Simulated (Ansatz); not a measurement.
# TiRh: the cost of one run

Computed with Ansatz 0.2.0 (DFT, LDA, PAW with Ansatz's default frozen-core files, scalar-relativistic, unless a step's input says otherwise).

## (1) The system as given

Symmetry: P4/mmm, No. 123, tetragonal system. Conventional cell: a = 2.988 Å, b = 2.988 Å, c = 3.350 Å, α = 90.00°, β = 90.00°, γ = 90.00°. Ti (site symmetry 4/mmm) has 8 Rh at 2.70 Å and 4 Ti at 2.99 Å as nearest neighbours. Around Rh (site symmetry 4/mmm) lie 8 Ti at 2.70 Å and 4 Rh at 2.99 Å.

Structure file:

```xyz
2
Lattice="2.9880 0.0000 0.0000 0.0000 2.9880 0.0000 0.0000 0.0000 3.3500" Properties=species:S:1:pos:R:3 pbc="T T T"
Ti    1.4940    1.4940    1.6750
Rh    0.0000    0.0000    0.0000
```

Whether this phase is the stable one at these pressures isn't tested.

Atoms are numbered in the order of the input: Ti1, Rh2.

## (2) Shape and atoms relaxed at the given volume, PAW

input.yaml

```yaml
crystal:
  lattice:
    - [2.988, 0.0, 0.0]
    - [0.0, 2.988, 0.0]
    - [0.0, 0.0, 3.35]
  atoms:
    - { symbol: Ti, position: [0.5, 0.5, 0.5] }
    - { symbol: Rh, position: [0.0, 0.0, 0.0] }
kpoints:
  mp_grid: { grid: [12, 12, 11] }
scf:
  occupations: { method: fermi_dirac, width: 0.05 }
hamiltonian:
  xc: lda
  pseudopotentials: { kind: paw }
output:
  forces: true
  stress: true
  write_density: true
  write_potential: true
  elf: true
  volumetric_format: npy
relax:
  f_tol: 0.01
  max_steps: 30
  cell: { stress_tol: 0.05, fix: [volume] }
```

The run is started by

```
ansatz run input.yaml --threads 1 --pin off --max-ram 2048MiB --backend cpu --events-out ev --progress --plain --runs-dir out
```

Q: Estimate wall time and peak memory on 1 thread of Intel Xeon 6975P-C (Granite Rapids), shared host.

About 18 s, with a peak of 0.4 GiB.
